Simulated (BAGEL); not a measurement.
# doublet [Al2H4Cl2]+ at 5 levels

We compute a comparison of 5 runs (UHF/STO-3G, ROHF/6-31G*, UHF/6-31G*, ROHF/def2-SVP, UHF/def2-SVP) of doublet [Al2H4Cl2]+. 

The results are computed with BAGEL 1.2.2.

1 further run of the same task is left out (set aside as unsound or not needed).

## (1) Starting point

[Al2H4Cl2]+: 8 atoms, total charge +1, spin state doublet. SMILES of the parent species: `[AlH2-]1[Cl+][AlH2-][Cl+]1`. The coordinates come from a PBE0-D4/def2-TZVP relaxation. That shape belongs to the parent species and isn't relaxed for this state.

Bond lengths: Al1–Cl2 2.300 Å, Cl2–Al3 2.300 Å, Al1–Cl4 2.300 Å, Al3–Cl4 2.300 Å, Al1–H5 1.573 Å, Al1–H6 1.573 Å, Al3–H7 1.573 Å, Al3–H8 1.573 Å. Some angles: Al1–Cl2–Al3 89.2°, Cl2–Al1–Cl4 90.8°, Cl2–Al3–Cl4 90.8°, Al1–Cl4–Al3 89.2°, Cl2–Al1–H5 108.1°, Cl2–Al1–H6 108.1°, Cl4–Al1–H5 108.1°, Cl4–Al1–H6 108.2°, Cl2–Al3–H7 108.1°, Cl2–Al3–H8 108.2°.

## (2) The energy at UHF/STO-3G (density fitting with qzvpp-jkfit) (run 1)

input.json

```json
{ "bagel" : [

{
  "title" : "molecule",
  "basis" : "sto-3g",
  "df_basis" : "qzvpp-jkfit",
  "angstrom" : true,
  "geometry" : [
    { "atom" : "Al", "xyz" : [   -0.642700,    1.470000,   -0.183400 ] },
    { "atom" : "Cl", "xyz" : [    1.320400,    0.665200,    0.704600 ] },
    { "atom" : "Al", "xyz" : [    0.642800,   -1.470000,    0.183200 ] },
    { "atom" : "Cl", "xyz" : [   -1.325100,   -0.666000,   -0.694700 ] },
    { "atom" : "H", "xyz" : [   -0.304000,    2.211100,   -1.528700 ] },
    { "atom" : "H", "xyz" : [   -1.534500,    1.999500,    0.999000 ] },
    { "atom" : "H", "xyz" : [    1.532800,   -1.989800,   -1.005000 ] },
    { "atom" : "H", "xyz" : [    0.310400,   -2.220000,    1.525100 ] }
  ]
},
{
  "title" : "uhf",
  "charge" : 1,
  "nopen" : 1
},
{
  "title" : "print",
  "file" : "orbitals.molden",
  "orbitals" : true
}

]}
```

The run is started by

```
$ BAGEL_NUM_THREADS=1 BAGEL input.json > input.out
```

The program printed:

```text
* using 1 threads per process

  ===============================================================
  ===============================================================

  *** Geometry ***

  { "atom" : "Al", "xyz" : [     -1.214527,      2.777897,     -0.346576 ] },
  { "atom" : "Cl", "xyz" : [      2.495194,      1.257046,      1.331501 ] },
  { "atom" : "Al", "xyz" : [      1.214716,     -2.777897,      0.346198 ] },
[... 4 lines of this table left out ...]
  { "atom" : "H", "xyz" : [      0.586571,     -4.195192,      2.882021 ] },

  Number of auxiliary basis functions:      584

  Since a DF basis is specified, we compute 2- and 3-index integrals:
    o Being stored without compression. Storage requirement is 0.007 GB

  Number of basis functions:       40
  Number of electrons      :       64

    * METHOD: MOLECULE                             0.19

  *** Open-shell HF ***

  === Nuclear Repulsion ===
   325.4002577523

      * DIIS with orbital gradients will be used.

  === UHF iteration (sto-3g) ===
      0      -1389.30773518          0.02019853           0.10
      1      -1389.38968732          0.00337821           0.09
      2      -1389.39351941          0.00087516           0.11
[... 40 lines of this table left out ...]
     43      -1389.39489590          0.00000001           0.09
    * SCF iteration converged.

    * S^2 (UHF) is 0.7980

    * Permanent dipole moment:
           (   -0.005524,    -0.001088,     0.011812) a.u.

    * METHOD: UHF                                  4.26

    * METHOD: PRINT                                0.00

  ===============================================================
```

It took 5.4 s on 1 thread of Intel Xeon 6975P-C (Granite Rapids), shared host; peak memory 0.088 GiB.

## (3) The energy at ROHF/6-31G(d) (density fitting with qzvpp-jkfit, spherical functions) (run 2)

input.json

```json
{ "bagel" : [

{
  "title" : "molecule",
  "basis" : "6-31gs.json",
  "df_basis" : "qzvpp-jkfit",
  "angstrom" : true,
  "geometry" : [
    { "atom" : "Al", "xyz" : [      -0.642700,       1.470000,      -0.183400 ] },
    { "atom" : "Cl", "xyz" : [       1.320400,       0.665200,       0.704600 ] },
    { "atom" : "Al", "xyz" : [       0.642800,      -1.470000,       0.183200 ] },
    { "atom" : "Cl", "xyz" : [      -1.325100,      -0.666000,      -0.694700 ] },
    { "atom" : "H", "xyz" : [      -0.304000,       2.211100,      -1.528700 ] },
    { "atom" : "H", "xyz" : [      -1.534500,       1.999500,       0.999000 ] },
    { "atom" : "H", "xyz" : [       1.532800,      -1.989800,      -1.005000 ] },
    { "atom" : "H", "xyz" : [       0.310400,      -2.220000,       1.525100 ] }
  ]
},

{ "title" : "rohf", "charge" : 1, "nopen" : 1 },

{ "title" : "print", "file" : "orbitals.molden", "orbitals" : true }

]}
```

The basis set 6-31G* is read from a file made from the Basis Set Exchange's data (not shown).

The run is started by

```
$ BAGEL_NUM_THREADS=1 BAGEL input.json > input.out
```

The program printed:

```text
* using 1 threads per process

  ===============================================================
  ===============================================================

  *** Geometry ***

  { "atom" : "Al", "xyz" : [     -1.214527,      2.777897,     -0.346576 ] },
  { "atom" : "Cl", "xyz" : [      2.495194,      1.257046,      1.331501 ] },
  { "atom" : "Al", "xyz" : [      1.214716,     -2.777897,      0.346198 ] },
[... 4 lines of this table left out ...]
  { "atom" : "H", "xyz" : [      0.586571,     -4.195192,      2.882021 ] },

  Number of auxiliary basis functions:      584

  Since a DF basis is specified, we compute 2- and 3-index integrals:
    o Being stored without compression. Storage requirement is 0.030 GB

  Number of basis functions:       80
  Number of electrons      :       64

    * METHOD: MOLECULE                             0.30

  *** Open-shell HF ***

  === Nuclear Repulsion ===
   325.4002577523

      * DIIS with orbital gradients will be used.

  === ROHF iteration (6-31gs.json) ===
      0      -1404.75831479          0.01451118           0.25
      1      -1404.81786108          0.00484414           0.24
      2      -1404.82343588          0.00156511           0.24
[... 24 lines of this table left out ...]
     27      -1404.82418504          0.00000001           0.19
    * SCF iteration converged.

    * S^2 (ROHF) is 0.7500

    * Permanent dipole moment:
           (   -0.004860,    -0.000776,     0.010364) a.u.

    * METHOD: ROHF                                 6.19

    * METHOD: PRINT                                0.01

  ===============================================================
```

Wall time 7.5 s (1 thread of Intel Xeon 6975P-C (Granite Rapids), shared host); peak memory 0.15 GiB.

Runs 3 to 4 aren't shown in full; the table further down has their settings and results.

## (4) The energy at UHF/def2-SVP (density fitting with qzvpp-jkfit) (run 5)

input.json: that of step 3 with these lines changed.

```diff
@@ -4,5 +4,5 @@
   "title" : "molecule",
-  "basis" : "6-31gs.json",
+  "basis" : "svp",
   "df_basis" : "qzvpp-jkfit",
-  "angstrom" : true,
+  "angstrom" : "true",
   "geometry" : [
@@ -19,5 +19,13 @@
 
-{ "title" : "rohf", "charge" : 1, "nopen" : 1 },
+{
+  "title" : "uhf",
+  "charge" : 1,
+  "nopen" : 1
+},
 
-{ "title" : "print", "file" : "orbitals.molden", "orbitals" : true }
+{
+  "title" : "print",
+  "file" : "orbitals.molden",
+  "orbitals" : "true"
+}
```

The run is started by

```
$ BAGEL_NUM_THREADS=1 BAGEL input.json > input.out
```

The program printed:

```text
* using 1 threads per process

  ===============================================================
  ===============================================================

  *** Geometry ***

  { "atom" : "Al", "xyz" : [     -1.214527,      2.777897,     -0.346576 ] },
  { "atom" : "Cl", "xyz" : [      2.495194,      1.257046,      1.331501 ] },
  { "atom" : "Al", "xyz" : [      1.214716,     -2.777897,      0.346198 ] },
[... 4 lines of this table left out ...]
  { "atom" : "H", "xyz" : [      0.586571,     -4.195192,      2.882021 ] },

  Number of auxiliary basis functions:      584

  Since a DF basis is specified, we compute 2- and 3-index integrals:
    o Being stored without compression. Storage requirement is 0.040 GB

  Number of basis functions:       92
  Number of electrons      :       64

    * METHOD: MOLECULE                             0.34

  *** Open-shell HF ***

  === Nuclear Repulsion ===
   325.4002577523

      * DIIS with orbital gradients will be used.

  === UHF iteration (svp) ===
      0      -1404.40173490          0.01384585           0.26
      1      -1404.46122015          0.00421354           0.27
      2      -1404.46774416          0.00150297           0.25
[... 34 lines of this table left out ...]
     37      -1404.46969525          0.00000000           0.24
    * SCF iteration converged.

    * S^2 (UHF) is 0.8060

    * Permanent dipole moment:
           (   -0.004948,    -0.000811,     0.010585) a.u.

    * METHOD: UHF                                  9.49

    * METHOD: PRINT                                0.01

  ===============================================================
```

It took 11 s on 1 thread of Intel Xeon 6975P-C (Granite Rapids), shared host; peak memory 0.17 GiB.

## (5) The series

| run | level | energy (Eh) | ⟨S²⟩ | wall time |
| --- | --- | --- | --- | --- |
| 1 | UHF/STO-3G (density fitting with qzvpp-jkfit) | -1389.394896 | 0.798 | 5.4 s |
| 2 | ROHF/6-31G* (density fitting with qzvpp-jkfit, spherical functions) | -1404.824185 | 0.750 | 7.5 s |
| 3 | UHF/6-31G* (density fitting with qzvpp-jkfit, spherical functions) | -1404.833053 | 0.803 | 8.4 s |
| 4 | ROHF/def2-SVP (density fitting with qzvpp-jkfit) | -1404.460152 | 0.750 | 7.2 s |
| 5 | UHF/def2-SVP (density fitting with qzvpp-jkfit) | -1404.469695 | 0.806 | 11 s |

## (6) Summary of results

| quantity | value |
| --- | --- |
| run 5: total energy | -1404.46970 Eh |
| run 5: ⟨S²⟩ | 0.806 |

In words: In run 1 the basis is minimal, so the values are rough. All runs together took 39 s, the longest 11 s.
